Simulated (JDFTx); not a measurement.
## Tc under changes of volume

One of the cells (14.248 Å³/atom); the others are scaled copies at fixed shape and fractional positions:

```xyz
4
Lattice="2.7394 0.0000 0.0000 -1.3697 2.3724 0.0000 0.0000 0.0000 8.7697" Properties=species:S:1:pos:R:3 pbc="T T T"
Tc    1.3697    0.7908    6.5773
Tc    0.0000    0.0000    4.3848
Tc    0.0000    1.5816    2.1924
Tc    0.0000    0.0000    0.0000
```

```yaml
Program: JDFTx 1.7.0 (patched build)
Functional: PBEsol
Potentials_or_basis: PseudoDojo-SR-PBEsol-0.4.1-standard with smoothed tails
Cutoff: 1143 eV
Density_cutoff: 9143 eV
k_mesh: 11 × 11 × 3
Occupations: fermi-dirac, width 0.05 eV
Spin: no spin polarisation
```

```tsv
volume (Å³/atom)	energy over the lowest point (meV/atom)	pressure (GPa)
13.393	31.90	16.8
13.678	?	?
13.963	0.00	1.5
14.248	3.12	-5.0
14.533	17.20	-10.8
14.818	41.06	-16.0
15.103	73.65	-20.6
```

Task: What does the run at 13.678 Å³/atom give?

Result: Energy over the lowest point 9.11 meV/atom; pressure 8.7 GPa.

Worked out: A Birch-Murnaghan fit of order 3 (a polynomial in V^(-2/3)) to the other rows has its minimum at 14.03 Å³/atom with B0 = V·E''(V) = 330 GPa and B' = 4.5 at fixed shape and positions, which overstates the stiffness. It gives 9.10 meV/atom at 13.678 Å³/atom, against the run's 9.11, and -dE/dV = 8.8 GPa, against 8.7.

Energies are extrapolated to zero smearing.
